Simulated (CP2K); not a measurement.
GaF:

```
CELL_PARAMETERS angstrom
3.16592 0.00000 0.00000
0.00000 3.16592 0.00000
0.00000 0.00000 3.16592
ATOMIC_POSITIONS crystal
Ga 0.00000 0.00000 0.00000
F 0.50000 0.50000 0.50000
```

The cell was built by a generator and needn't be a form met in nature.

Base run:

| Item | Value |
| --- | --- |
| Program | CP2K 2026.2 |
| Functional | PBE |
| Potentials or basis | GTH_POTENTIALS Ga GTH-PBE-q13, F GTH-PBE-q7; DZVP-MOLOPT-SR-GTH basis |
| Density cutoff | 10885 eV |
| k mesh | 8 × 8 × 8 |
| Occupations | fermi-dirac, width 0.05 eV |
| Spin | no spin polarisation |

Its results: band gap on the k mesh 0.35 eV, indirect (least direct gap 1.12 eV); pressure 0.2 GPa.

Problem. The run is repeated on the same cell with these changes: functional from PBE to r2SCAN; density cutoff from 10885 eV to 15647 eV; cutoff of the grids from 800 Ry to 1150 Ry. What comes out?

Solution. Band gap on the k mesh 0.82 eV, indirect (least direct gap 1.47 eV); pressure -2.7 GPa.

Caveats: the basis of atomic orbitals isn't converged, which shifts pressures, moduli and gaps; the potentials were made for another functional, which shifts forces and pressure (some runs).
